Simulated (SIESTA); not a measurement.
**Cs in SIESTA: convergence with k mesh**

Input of the first run (k mesh 1 × 1 × 1); the others differ in this setting and in those tied to it:

The input Cs.fdf:

```
SystemName                      Cs
SystemLabel                     Cs
NumberOfSpecies                 1
NumberOfAtoms                   4
%block ChemicalSpeciesLabel
  1  55 Cs
%endblock ChemicalSpeciesLabel

LatticeConstant                 1.0 Ang
%block LatticeVectors
     6.0450000000     0.0000000000     0.0000000000
     0.0000000000     6.0450000000     0.0000000000
     0.0000000000     0.0000000000    24.0675000000
%endblock LatticeVectors
AtomicCoordinatesFormat         Fractional
%block AtomicCoordinatesAndAtomicSpecies
     0.5000000000     0.5000000000     0.3116235587  1  Cs
     0.0000000000     0.0000000000     0.4372078529  1  Cs
     0.5000000000     0.5000000000     0.5627921471  1  Cs
     0.0000000000     0.0000000000     0.6883764413  1  Cs
%endblock AtomicCoordinatesAndAtomicSpecies

%block kgrid.MonkhorstPack
    1   0   0  0.0
    0   1   0  0.0
    0   0   1  0.0
%endblock kgrid.MonkhorstPack
XC.Functional                   LDA
XC.Authors                      PW92
PAO.BasisSize                   DZP
PAO.EnergyShift                 0.003 Ry
Mesh.Cutoff                     500 Ry
OccupationFunction              FD
ElectronicTemperature           0.05 eV
Slab.DipoleCorrection           vacuum
MaxSCFIterations                120
SCF.MustConverge                false
SCF.Mixer.Method                Pulay
SCF.Mixer.Weight                0.25
SCF.Mixer.History               8
SCF.DM.Tolerance                5.0e-05
SCF.H.Tolerance                 1.0e-03 eV
WriteForces                     true
Charge.Mulliken                 end
%block PAO.Basis
  Cs 5
  n=5 0 2
    4.696 0.000
  n=6 0 2
    9.500 0.000
  n=5 1 2
    5.749 0.000
  n=6 1 1
    9.500
  n=5 2 1
    7.000
%endblock PAO.Basis
```

Potentials or basis: PseudoDojo 0.4 standard (LDA files), DZP (energy shift 0.003 Ry; two zetas on semicore shells; d shell added on Cs).

Run with:

```sh
$ siesta Cs.fdf > Cs.out 2>&1
```

The slab is cut from a database's or a generator's crystal, which needn't be the stable form of the element.

Hardware: 1 thread of Intel(R) Xeon(R) Processor @ 2.50GHz (Skylake/Cascade Lake) (shared host).

```tsv
k mesh	energy less the tightest run, at zero smearing (meV/atom)	largest force (eV/Å)	gap on the mesh (eV)	SCF cycles	CPU time (s)	peak memory (GiB)
1 × 1 × 1	-689.01	0.127	0.872	10	120	0.69
2 × 2 × 1	45.06	0.068	0.000	13	130	0.69
3 × 3 × 1	-17.17	0.064	0.000	10	110	0.69
4 × 4 × 1	5.01	0.106	0.000	11	110	0.69
5 × 5 × 1	-0.95	0.074	0.000	10	110	0.69
6 × 6 × 1	0.00	0.076	0.000	9	100	0.69
```

Against the tightest run, the energy stays within 1 meV/atom from 5 × 5 × 1 on; the largest force stays within 0.005 eV/Å from 5 × 5 × 1 on; the gap on the mesh stays within 0.01 eV from 2 × 2 × 1 on. Meshes of other sizes hit other points, so gaps and Fermi surfaces needn't settle smoothly. The tightest run that finished is the yardstick and may itself not be fully converged.

Caveat, for the tightest run too: the basis of atomic orbitals isn't converged, which shifts pressures, moduli and gaps. Spin-orbit coupling is left out, which matters for the levels of Cs.
